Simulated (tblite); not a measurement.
# C4H8AsBO: the cost of one run

Computed with tblite 0.8.0 and PySCF 2.14.0, with density-fitted response routines of our own, on a single molecule in the gas phase. Atoms count from 0, in the outputs and in this text.

### Step 1. The starting structure

15 atoms, charge 0, multiplicity 1; geometry from: force field or distance geometry start.

Bonds of the start (Å): C0–C1 1.20, C1–C2 1.49, C2–C3 1.50, C3–O4 1.42, O4–B5 1.46, B5–As6 2.05, C0–H7 1.07, C2–H8 1.11, C2–H9 1.11, C3–H10 1.11, C3–H11 1.11, B5–H12 1.21, As6–H13 1.55, As6–H14 1.56.

### Step 2. Relaxing the molecule with GFN2-xTB

The job: settings as JSON, then the geometry in Å.

```
{"job": {"kind": "relax", "xc": "GFN2-xTB", "basis": "xTB"}, "charge": 0, "multiplicity": 1}
C     -2.983000     1.254900     0.879100
C     -2.380500     0.396300     0.289300
C     -1.597800    -0.656600    -0.419300
C     -0.131800    -0.321900    -0.378300
O      0.211700    -0.303200     1.000500
B      1.635700     0.010000     1.030600
As     2.750500    -0.222400    -0.672400
H     -3.519500     2.015600     1.403600
H     -1.929600    -0.573000    -1.470200
H     -1.847900    -1.634800     0.044300
H      0.069900     0.680600    -0.805600
H      0.472600    -1.133100    -0.828800
H      1.919100     0.942100     1.743900
H      3.652600     1.033800    -0.832000
H      3.673700    -1.480300    -0.585900
```

Command:

```
> OMP_NUM_THREADS=1 python probes_run.py task.json out
```

One launch serves the whole session: the jobs run in the order shown.

Q: Estimate the wall time and peak memory of this first job on 1 thread of Arm Neoverse N1, shared host.

About 2.1 s, with a peak of 0.18 GiB.
